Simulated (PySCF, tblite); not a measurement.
# C₅H₁₂OSi: geometry, infrared bands and NMR shifts

What infrared bands and NMR shifts should C₅H₁₂OSi (`CC(C)[C@H]1CO[SiH2]1`) show?

Programs: tblite 0.8.0 and PySCF 2.14.0, with density-fitted response routines of our own. Each step states its level of theory. These are calculated values for one molecule in the gas phase, unless marked as measured. Atoms count from 0, in the outputs and in this text.

**1. The starting structure**

19 atoms, charge 0, multiplicity 1; geometry from: force field or distance geometry start.

Bonds of the start (Å): C0–C1 1.53, C1–C2 1.54, C1–C3 1.52, C3–C4 1.57, C4–O5 1.46, O5–Si6 1.67, Si6–C3 1.88, C0–H7 1.10, C0–H8 1.09, C0–H9 1.09, C1–H10 1.11, C2–H11 1.10, C2–H12 1.08, C2–H13 1.09, C3–H14 1.09, C4–H15 1.09, C4–H16 1.09, Si6–H17 1.47, Si6–H18 1.49.

**2. Relaxing the molecule with GFN2-xTB**

Job settings and geometry (Å):

```
{"job": {"kind": "relax", "xc": "GFN2-xTB", "basis": "xTB"}, "charge": 0, "multiplicity": 1}
C      1.214100     1.319500     0.882500
C      0.536900    -0.021700     0.583900
C      1.632100    -1.082300     0.335000
C     -0.372600     0.082000    -0.634100
C     -1.265100    -1.173300    -0.934300
O     -2.476400    -0.449500    -1.313600
Si    -2.046700     0.905700    -0.443300
H      0.469200     2.092100     1.135400
H      1.778800     1.677400     0.018900
H      1.889100     1.241700     1.736500
H     -0.026500    -0.338700     1.480100
H      1.175500    -2.068900     0.166700
H      2.210200    -0.827300    -0.545500
H      2.308200    -1.160300     1.182700
H      0.151000     0.445800    -1.515900
H     -0.898700    -1.782300    -1.763400
H     -1.447800    -1.853600    -0.096500
H     -2.225500     2.145800    -1.218100
H     -2.615700     0.857300     0.935600
```

Command:

```sh
$ OMP_NUM_THREADS=1 python probes_run.py task.json out
```

The driver reads the jobs from task.json and runs them one after another.

**Question.** This job is followed by: GFN2-xTB harmonic vibrations, gas phase; GIAO PBE0/pcSseg-1 NMR shielding, non-relativistic, gas phase. Predict these results of the whole session: strongest single infrared mode (GFN2-xTB); zero-point energy (GFN2-xTB); 13C shifts against TMS (PBE0/pcSseg-1); 1H shifts against TMS (PBE0/pcSseg-1, means over atoms taken as alike); 17O shifts against H2O (PBE0/pcSseg-1); 29Si shifts against TMS (PBE0/pcSseg-1).

**Answer**, as computed:

| quantity | value |
| --- | --- |
| strongest single infrared mode (GFN2-xTB) | 2297 cm⁻¹, 449 km/mol |
| zero-point energy (GFN2-xTB) | 99.5 kcal/mol |
| 13C shifts against TMS (PBE0/pcSseg-1) | 79.2, 46.7, 35.7, 25.9, 24.1 ppm |
| 1H shifts against TMS (PBE0/pcSseg-1, means over atoms taken as alike) | 5.83, 5.72, 5.03, 4.67, 2.17, 1.99, 0.87, 0.83 ppm |
| 17O shifts against H2O (PBE0/pcSseg-1) | 30.8 ppm |
| 29Si shifts against TMS (PBE0/pcSseg-1) | 18.5 ppm |

What this shows: Over 79 steps the energy fell by 0.276 eV; of the close pairs, C3–Si6 changed most, 1.875 to 1.915 Å. All 51 modes are real, so the xTB geometry is a minimum. The strongest single mode, at 2297 cm⁻¹, moves mainly H18. Unscaled tight-binding wavenumbers are off by several per cent, some by more. Its intensities can rank the bands wrongly. At PBE0/pcSseg-1: Shielding is most anisotropic at Si6 (span 121 ppm, paramagnetic term -549 ppm).
